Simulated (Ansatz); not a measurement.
Turn this script for Ansatz 0.2.0, Python API into the input file that the command-line program reads.

Script `ch3nosi_deck.py`:
```python
"""Run CH3NOSi from an input written out key by key."""

import logging
import sys

import ansatz as az

logging.basicConfig(stream=sys.stdout, format="%(levelname)s %(message)s")
log = logging.getLogger("ch3nosi")
log.setLevel(logging.INFO)

deck = {
    "crystal": {
        "periodic": [False, False, False],
        "atoms": [
            {"symbol": "O", "position_ang": [0.9655, -2.4848, 1.4764]},
            {"symbol": "C", "position_ang": [0.7049, -1.4577, 0.8588]},
            {"symbol": "N", "position_ang": [0.4651, -0.4744, 0.245]},
            {"symbol": "Si", "position_ang": [-0.2895, 0.8249, -0.4991]},
            {"symbol": "H", "position_ang": [0.6084, 1.7197, -1.1625]},
            {"symbol": "H", "position_ang": [-1.1351, 1.5573, 0.5384]},
            {"symbol": "H", "position_ang": [-1.258, 0.2469, -1.5027]},
        ],
    },
    "basis": {"gaussian": {"orbitals": "def2-SVP", "nuclear_model": "gaussian"}},
    "hamiltonian": {"xc": "pbe0"},
}
session = az.Session.from_dict(deck)
rep = session.plan(threads=1).execute().report

log.info("reference energy %16.6f eV" % rep["reference_energy_ev"])
log.info("total energy     %16.6f eV" % rep["free_energy_ev"])
print("occupied orbitals outside the frozen core (up, down):", rep["n_occupied"], " frozen:", rep["n_frozen"], " virtual:", rep["n_virtual"])
symbols = ["O", "C", "N", "Si", "H", "H", "H"]
state = rep["mean_field"]["state"]
log.info(f"mean field: {state['energy']['hartree']:.7f} Ha, <S^2> = {abs(state['spin_squared']):.4f}, stability: {state.get('stability', {}).get('kind')}")
```

`python ch3nosi_deck.py` gives:
```text
INFO reference energy    -12486.459432 eV
INFO total energy        -12486.459432 eV
occupied orbitals outside the frozen core (up, down): [19, 19]  frozen: 0  virtual: [56, 56]
INFO mean field: -458.8689205 Ha, <S^2> = 0.0000, stability: minimum
```

`input.yaml`:
```yaml
crystal:
  periodic: [false, false, false]
  atoms:
    - { symbol: O, position_ang: [0.9655, -2.4848, 1.4764] }
    - { symbol: C, position_ang: [0.7049, -1.4577, 0.8588] }
    - { symbol: "N", position_ang: [0.4651, -0.4744, 0.245] }
    - { symbol: Si, position_ang: [-0.2895, 0.8249, -0.4991] }
    - { symbol: H, position_ang: [0.6084, 1.7197, -1.1625] }
    - { symbol: H, position_ang: [-1.1351, 1.5573, 0.5384] }
    - { symbol: H, position_ang: [-1.258, 0.2469, -1.5027] }
basis:
  gaussian: { orbitals: def2-SVP, nuclear_model: gaussian }
hamiltonian:
  xc: pbe0
```

Launched from the shell:
```console
$ ansatz run input.yaml --threads 1 --pin off --max-ram 4096MiB --backend cpu --events-out ev --progress --plain --runs-dir out
Engine: ansatz 0.2.0, x86_64-unknown-linux-gnu
Functional definition: PBE0
  parameter a = 0.25
  parameter kappa = 0.804
  parameter beta = 0.06672455060314922
  exchange = (1 - a)*pbe_x(kappa = kappa, mu = beta*pi^2/3) + a*exact_x
  correlation = pbe_c(beta = beta)
843 factors; their error is unknown
mean field evaluation 1: about -12482.6256 eV, gradient 4.6e1 eV
mean field evaluation 2: about -12479.0719 eV, gradient 6.4e1 eV
mean field evaluation 4: about -12486.3766 eV, gradient 3.4e0 eV
mean field evaluation 8: about -12486.3994 eV, gradient 1.3e-1 eV
mean field evaluation 16: about -12486.4594 eV, gradient 1.3e-5 eV
mean field -12486.45941111 eV, -458.8689197323 hartree, gradient 1.3e-5 eV, S^2 0.000000; 0 other end points of the search recorded, 0 dependent functions left out
reference -12486.45943244 eV, -458.8689205161 hartree; 19, 19 occupied and 56, 56 virtual orbitals, 843 factors
Total energy: -12486.45943244 eV, -458.8689205161 hartree
```

Caveats:
- These settings explore the input space; basis and method may be short of convergence.
- The geometry is a force-field or estimated start, not a minimum of this method, and the basis set is short of its limit.
- Hardware and time: 0.9 s on 1 thread of Intel(R) Xeon(R) 6975P-C (Granite Rapids), with other jobs on the host, peak memory 0.18 GiB.

(Lines on the test bed's own set-up are left out of the output.)
